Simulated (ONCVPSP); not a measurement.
# V: generating and testing an ONCV potential

Aim: build the potential from the settings below, then test how well it stands in for the atom: other configurations, scattering, ghost states and the plane-wave cutoff that it needs.

The numbers are computed with ONCVPSP 4.0.1 (PBEsol, scalar-relativistic, spin-unpolarised reference atom).

## 1. The atom and the settings

The settings as typed:

| Quantity | Value |
| --- | --- |
| element | vanadium (V, Z = 23) |
| type | optimised norm-conserving Vanderbilt (ONCV) |
| frozen core | [Ar] |
| valence charge | 5 |
| reference configuration | 3d3 4s2 |
| partial waves | 4s: rc 3.00 bohr, ncon 5, nbas 8, qcut 2.4 1/bohr, 2 projectors, debl 3.2 Ha; p scattering state at 0.31 Ha: rc 2.35 bohr, ncon 5, nbas 8, qcut 4.1 1/bohr, 3 projectors, debl 1.6 Ha; 3d: rc 2.00 bohr, ncon 3, nbas 7, qcut 8.7 1/bohr, 2 projectors, debl 1.6 Ha |
| local potential | polynomial inside 1.30 bohr (lpopt 3, dvloc0 1 Ha) |
| core correction | Teter function, fcfact 4.75, rcfact 1.05 |

The outer shells as boxes (Hund's rule for the drawing; the calculation is spin-unpolarised):

```
[Ar] core
3d [↑ ][↑ ][↑ ][  ][  ]
4s [↑↓]
```

An earlier all-electron run gives the scale for the radii.

All-electron outer shells of the reference configuration (PBEsol, scalar-relativistic, ld1.x):

| shell | level (eV) | outermost node (bohr) | outermost maximum (bohr) |
| --- | --- | --- | --- |
| 3p | -43.95 | 0.35 | 0.84 |
| 3d | -5.18 | – | 0.90 |
| 4s | -4.72 | 1.17 | 2.76 |
| 4p | -1.43 | 1.30 | 3.63 |

## 2. Generating the potential

Contents of V.dat:

```
# ATOM AND REFERENCE CONFIGURATION
# atsym  z   nc   nv     iexc    psfile
  V 23.00    5    2  -116133      upf
#
#   n    l    f
    1    0    2.00
    2    0    2.00
    2    1    6.00
    3    0    2.00
    3    1    6.00
    3    2    3.00
    4    0    2.00
#
# PSEUDOPOTENTIAL AND OPTIMIZATION
# lmax
    2
#
#   l,   rc,      ep,       ncon, nbas, qcut
    0    3.00    0.00    5    8    2.40
    1    2.35    0.31    5    8    4.10
    2    2.00    0.00    3    7    8.70
#
# LOCAL POTENTIAL
# lloc, lpopt,  rc(5),   dvloc0
    4    3    1.30    1.00
#
# VANDERBILT-KLEINMAN-BYLANDER PROJECTORs
# l, nproj, debl
    0    2    3.20
    1    3    1.60
    2    2    1.60
#
# MODEL CORE CHARGE
# icmod, fcfact, rcfact
    3    4.75    1.05
#
# LOG DERIVATIVE ANALYSIS
# epsh1, epsh2, depsh
   -2.00    5.00    0.02
#
# OUTPUT GRID
# rlmax, drl
    6.00    0.01
#
# TEST CONFIGURATIONS
# ncnf
    4
# nvcnf
#   n    l    f
    2
    3    2    3.00
    4    0    1.00
#
    2
    3    2    3.00
    4    0    0.00
#
    2
    3    2    2.00
    4    0    0.00
#
    2
    3    2    4.00
    4    0    0.00
#
```

On the command line:

```console
$ oncvpsp.x < V.dat > V.out
```

What does the calculation give? Wanted: cutoffs for 1 and 0.1 mHa per electron, occupied waves; bound ghosts; GHOST(+) flags; largest test error; largest phase difference near zero energy, channels read; rms error of d²Exc/dn², without and with the model core.

The runs gave:

| quantity | value |
| --- | --- |
| cutoffs for 1 and 0.1 mHa per electron, occupied waves | 26 Ha and 30 Ha |
| bound ghosts | p at -47.42 eV |
| GHOST(+) flags | s at 58 eV |
| largest test error (AE − PS) | +132 meV, for 3d2 4s0 |
| largest phase difference near zero energy, channels read | 0.004 rad |
| rms error of d²Exc/dn², without and with the model core | 18.00 and 12.90 mHa |

What this shows: A bound ghost (p) makes it unfit for use: electrons can fall into a state that the atom doesn't have. The worst unpolarised test, 3d2 4s0, is off by 132 meV on 50.8 eV; by total energies transferability rates as fair for so large an energy. That test lies far up in energy; among those under 40 eV, nearer to bonding, the largest error is 90 meV. It counts as of middling hardness, with 26 Ha needed at the looser tolerance. At the looser tolerance the 3d wave is the slowest; 4s needs 3 Ha. Near zero energy the phases of the channels with partial waves agree within 0.004 rad. The program also flags highly localised states, GHOST(+) (s).
